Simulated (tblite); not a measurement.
# C7H9BCl2: the cost of one run

Programs: tblite 0.8.0 and PySCF 2.14.0, with density-fitted response routines of our own. Each step states its level of theory. These are calculated values for one molecule in the gas phase, unless marked as measured. Atoms are numbered from 0 throughout.

### 1 The molecule as given

19 atoms, charge 0, multiplicity 1; geometry from: force field or distance geometry start.

Bonds of the start (Å): C0–C1 1.32, C1–C2 1.49, C2–C3 1.32, C2–C4 1.51, C4–C5 1.52, C5–C6 1.34, C5–B7 1.58, B7–Cl8 1.84, B7–Cl9 1.86, C0–H10 1.09, C0–H11 1.08, C1–H12 1.10, C3–H13 1.09, C3–H14 1.07, C4–H15 1.11, C4–H16 1.11, C6–H17 1.09, C6–H18 1.09.

### 2 Geometry optimisation with GFN2-xTB

The job: settings as JSON, then the geometry in Å.

```
{"job": {"kind": "relax", "xc": "GFN2-xTB", "basis": "xTB"}, "charge": 0, "multiplicity": 1}
C     -0.642600     1.513700     1.675400
C      0.197400     0.519500     1.876300
C      0.996100    -0.150000     0.814200
C      1.835500    -1.115800     1.140600
C      0.828700     0.226300    -0.643600
C     -0.468700    -0.308400    -1.237300
C     -0.700800    -1.627400    -1.219600
B     -1.491800     0.675600    -1.936900
Cl    -1.082700     2.443500    -2.248200
Cl    -3.143400     0.063700    -2.536500
H     -1.189800     1.946100     2.510300
H     -0.836100     1.922500     0.696300
H      0.321800     0.173500     2.917200
H      1.968700    -1.423700     2.179600
H      2.414600    -1.636700     0.401500
H      0.896900     1.331700    -0.730300
H      1.676400    -0.164900    -1.252700
H     -1.601700    -2.064800    -1.646700
H      0.011600    -2.315000    -0.767100
```

Run with:

```bash
> OMP_NUM_THREADS=1 python probes_run.py task.json out
```

The driver reads the jobs from task.json and runs them one after another.

Q: Estimate the wall time and peak memory of this first job on 1 thread of Arm Neoverse N1, shared host.

About 1.5 s, with a peak of 0.18 GiB.
